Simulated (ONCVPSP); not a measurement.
# Pseudopotential generation for argon: ONCV, PBE

Aim: build the potential from the settings below, then test how well it stands in for the atom: other configurations, scattering, ghost states and the plane-wave cutoff that it needs.

The numbers are computed with ONCVPSP 4.0.1 (PBE, scalar-relativistic, spin-unpolarised reference atom).

## 1. Settings

Typed settings, in words:

```json
{"element": "argon (Ar, Z = 18)", "type": "optimised norm-conserving Vanderbilt (ONCV)", "frozen core": "[Ne]", "valence charge": "8", "reference configuration": "3s2 3p4 (charge +2)", "partial waves": "3s: rc 1.15 bohr, ncon 4, nbas 8, qcut 6.5 1/bohr, 2 projectors, debl 1.2 Ha; 3p: rc 0.95 bohr, ncon 4, nbas 8, qcut 8.5 1/bohr, 2 projectors, debl 2.3 Ha; d scattering state at 0.06 Ha: rc 0.95 bohr, ncon 4, nbas 7, qcut 11.7 1/bohr, 1 projector", "local potential": "polynomial inside 0.95 bohr (lpopt 5, dvloc0 6 Ha)", "core correction": "not asked for"}
```

The outer shells as boxes (Hund's rule for the drawing; the calculation is spin-unpolarised):

```
[Ne] core
3s [↑↓]
3p [↑↓][↑ ][↑ ]
```

The nodes and maxima of the atom's own shells, from an earlier all-electron run, set the scale for the radii.

All-electron outer shells of the reference configuration (PBE, scalar-relativistic, ld1.x):

```tsv
shell	level (eV)	outermost node (bohr)	outermost maximum (bohr)
2s	-327.01	0.12	0.34
2p	-260.01	–	0.28
3s	-50.55	0.51	1.14
3p	-35.42	0.48	1.23
```

## 2. The generation run

Input file Ar.dat:

```
# ATOM AND REFERENCE CONFIGURATION
# atsym  z   nc   nv     iexc    psfile
  Ar 18.00    3    2        4      upf
#
#   n    l    f
    1    0    2.00
    2    0    2.00
    2    1    6.00
    3    0    2.00
    3    1    4.00
#
# PSEUDOPOTENTIAL AND OPTIMIZATION
# lmax
    2
#
#   l,   rc,      ep,       ncon, nbas, qcut
    0    1.15    0.00    4    8    6.50
    1    0.95    0.00    4    8    8.50
    2    0.95    0.06    4    7   11.70
#
# LOCAL POTENTIAL
# lloc, lpopt,  rc(5),   dvloc0
    4    5    0.95    6.00
#
# VANDERBILT-KLEINMAN-BYLANDER PROJECTORs
# l, nproj, debl
    0    2    1.20
    1    2    2.30
    2    1    3.60
#
# MODEL CORE CHARGE
# icmod, fcfact, rcfact
    0    0.00    0.00
#
# LOG DERIVATIVE ANALYSIS
# epsh1, epsh2, depsh
   -3.00    5.00    0.02
#
# OUTPUT GRID
# rlmax, drl
    6.00    0.01
#
# TEST CONFIGURATIONS
# ncnf
    4
# nvcnf
#   n    l    f
    2
    3    0    2.00
    3    1    6.00
#
    2
    3    0    2.00
    3    1    5.00
#
    2
    3    0    2.00
    3    1    3.00
#
    2
    3    0    1.00
    3    1    6.00
#
```

Launch:

```
$ oncvpsp.x < Ar.dat > Ar.out
```

Before running it: what results should come out? Wanted: cutoffs for 1 and 0.1 mHa per electron, occupied waves; bound ghosts; GHOST(+) flags; largest test error; largest phase difference near zero energy, channels read; projector energies reset by the program.

The runs gave:

| quantity | value |
| --- | --- |
| cutoffs for 1 and 0.1 mHa per electron, occupied waves | 132 Ha and 225 Ha |
| bound ghosts | p at -154.04 eV |
| GHOST(+) flags | s at 241 eV |
| largest test error (AE − PS) | +10 meV, for 3s2 3p6 |
| largest phase difference near zero energy, channels read | 0.000 rad |
| projector energies reset by the program | s: -1.858, 0.250 Ha |

In words: A bound ghost (p) makes it unfit for use: electrons can fall into a state that the atom doesn't have. By total energies transferability is good: the largest error is 10 meV on 44.7 eV, for 3s2 3p6. Atomic tests can pass in spite of a ghost, since they solve only for the levels asked. By its cutoff, 132 Ha for the looser tolerance, it is very hard. At the looser tolerance the 3p wave is the slowest; 3s needs 20 Ha. Near zero energy the phases of the channels with partial waves agree within 0.001 rad. The program also flags highly localised states, GHOST(+) (s).
